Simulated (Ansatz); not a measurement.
# Ba2Hf: the cost of one run

Program: Ansatz 0.2.0. Level of theory: DFT PBE, scalar-relativistic, plane waves, PAW. These are calculated values, not measurements.

### Step 1. The system as given

It takes space group Fd-3m (No. 227, cubic). The conventional cell has a = 9.149 Å, b = 9.149 Å, c = 9.149 Å, α = 90.00°, β = 90.00°, γ = 90.00°. Around Ba (site symmetry -3m) lie 6 Ba at 3.23 Å. Hf (site symmetry -43m) is surrounded by 12 Ba at 3.79 Å and 4 Hf at 3.96 Å.

Structure file:

```xyz
6
Lattice="0.0000 4.5743 4.5743 4.5743 0.0000 4.5743 4.5743 4.5743 0.0000" Properties=species:S:1:pos:R:3 pbc="T T T"
Ba    5.7179    5.7179    5.7179
Ba    5.7179    3.4307    3.4307
Ba    3.4307    3.4307    5.7179
Ba    3.4307    5.7179    3.4307
Hf    0.0000    0.0000    0.0000
Hf    2.2871    2.2871    2.2871
```

This is candidate A: cubic Laves (C15) type (Fd-3m, No. 227).

(A quick probe on a coarse mesh, which set the mesh and smearing, is not shown.)

### Step 3. Rough relaxation on the coarse mesh (candidate A)

Contents of input.yaml:

```yaml
crystal:
  lattice:
    - [0.0, 4.5742805639, 4.5742805639]
    - [4.5742805639, 0.0, 4.5742805639]
    - [4.5742805639, 4.5742805639, 0.0]
  atoms:
    - { symbol: Ba, position: [0.625, 0.625, 0.625] }
    - { symbol: Ba, position: [0.125, 0.625, 0.625] }
    - { symbol: Ba, position: [0.625, 0.625, 0.125] }
    - { symbol: Ba, position: [0.625, 0.125, 0.625] }
    - { symbol: Hf, position: [0.0, 0.0, 0.0] }
    - { symbol: Hf, position: [0.25, 0.25, 0.25] }
basis:
  ecutwfc: 420
kpoints:
  mp_grid: { grid: [4, 4, 4] }
hamiltonian:
  xc: pbe
scf:
  occupations: { method: gaussian, width: 0.1 }
  lower_state_search: "off"
output:
  forces: true
  stress: true
  eigenvalues: true
relax:
  adjacent_minimum: "off"
  f_tol: 0.04
  max_steps: 70
  cell: { stress_tol: 0.4 }
```

Launch:

```
> ansatz run input.yaml --threads 1 --pin off --max-ram 2560MiB --backend cpu --events-out ev --progress --plain --runs-dir out
```

What time and memory should one allow on 1 thread of Arm Neoverse V2, shared host?

About 24 s, with a peak of 0.5 GiB.
